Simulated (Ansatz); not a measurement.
NbTe under changes of volume

One of the cells (21.934 Å³/atom); the others are scaled copies at fixed shape and fractional positions:

```
Te Nb
1.0
     3.70297    0.00000    0.00000
    -1.85149    3.20687    0.00000
     0.00000    0.00000    3.69421
Te Nb
1 1
Cartesian
  1.8515 1.0690 0.0000
  0.0000 0.0000 1.8471
```

The cell comes from a database or a generator and needn't be the stable form of this composition.

| Quantity | Value |
| --- | --- |
| Program | Ansatz 0.2.0 |
| Functional | PBE |
| Potentials or basis | Ansatz PAW |
| Cutoff | 420 eV (not typed: the program's choice for these potentials) |
| k mesh | 8 × 8 × 7 |
| Occupations | fermi-dirac, width 0.05 eV |
| Spin | no spin polarisation |

```tsv
volume (Å³/atom)	energy over the lowest point (meV/atom)	pressure (GPa)
20.618	27.57	7.9
21.057	10.50	4.7
21.496	1.60	1.9
21.934	0.00	-0.6
22.373	4.92	-2.9
22.812	?	?
23.250	31.56	-6.7
```

What does the run at 22.812 Å³/atom give?

Energy over the lowest point 15.64 meV/atom; pressure -4.9 GPa.

Worked out: A Birch-Murnaghan fit of order 3 (a polynomial in V^(-2/3)) to the other rows has its minimum at 21.82 Å³/atom with B0 = V·E''(V) = 122 GPa and B' = 4.6 at fixed shape and positions, which overstates the stiffness. It gives 15.66 meV/atom at 22.812 Å³/atom, against the run's 15.64, and -dE/dV = -4.9 GPa, against -4.9.

Energies are extrapolated to zero smearing.
